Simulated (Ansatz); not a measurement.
# SnSe: the cost of one run

Computed with Ansatz 0.2.0 (DFT r2SCAN, scalar-relativistic, plane waves, PAW, unless a step's input says otherwise).

## 1. Starting point

Symmetry: Fm-3m, No. 225, cubic system. Conventional cell: a = 6.020 Å, b = 6.020 Å, c = 6.020 Å, α = 90.00°, β = 90.00°, γ = 90.00°. Sn (site symmetry m-3m) is surrounded by 6 Se at 3.01 Å. Se (site symmetry m-3m) has 6 Sn at 3.01 Å as nearest neighbours.

As a file:

```cif
data_structure
_symmetry_space_group_name_H-M 'Fm-3m'
_symmetry_Int_Tables_number 225
_cell_length_a 6.0200
_cell_length_b 6.0200
_cell_length_c 6.0200
_cell_angle_alpha 90.000
_cell_angle_beta 90.000
_cell_angle_gamma 90.000
_cell_volume 218.17
loop_
_atom_site_label
_atom_site_type_symbol
_atom_site_symmetry_multiplicity
_atom_site_Wyckoff_symbol
_atom_site_fract_x
_atom_site_fract_y
_atom_site_fract_z
_atom_site_occupancy
Sn1 Sn 4 a 0.00000 0.00000 0.00000 1
Se1 Se 4 b 0.50000 0.00000 0.00000 1
```

The structure comes from the Crystallography Open Database.

## 2. A first look at the start

Input file input.yaml:

```yaml
crystal:
  lattice:
    - [0.0, 3.01, 3.01]
    - [3.01, 0.0, 3.01]
    - [3.01, 3.01, 0.0]
  atoms:
    - { symbol: Sn, position: [0.0, 0.0, 0.0] }
    - { symbol: Se, position: [0.5, 0.5, 0.5] }
basis:
  ecutwfc: 500
kpoints:
  mp_grid: { grid: [6, 6, 6] }
hamiltonian:
  xc: r2scan
scf:
  occupations: { method: gaussian, width: 0.1 }
output:
  forces: true
  stress: true
  eigenvalues: true
```

Q: Estimate wall time and peak memory on 1 thread of an Arm CPU, shared host.

About 3 s, with a peak of 0.44 GiB.
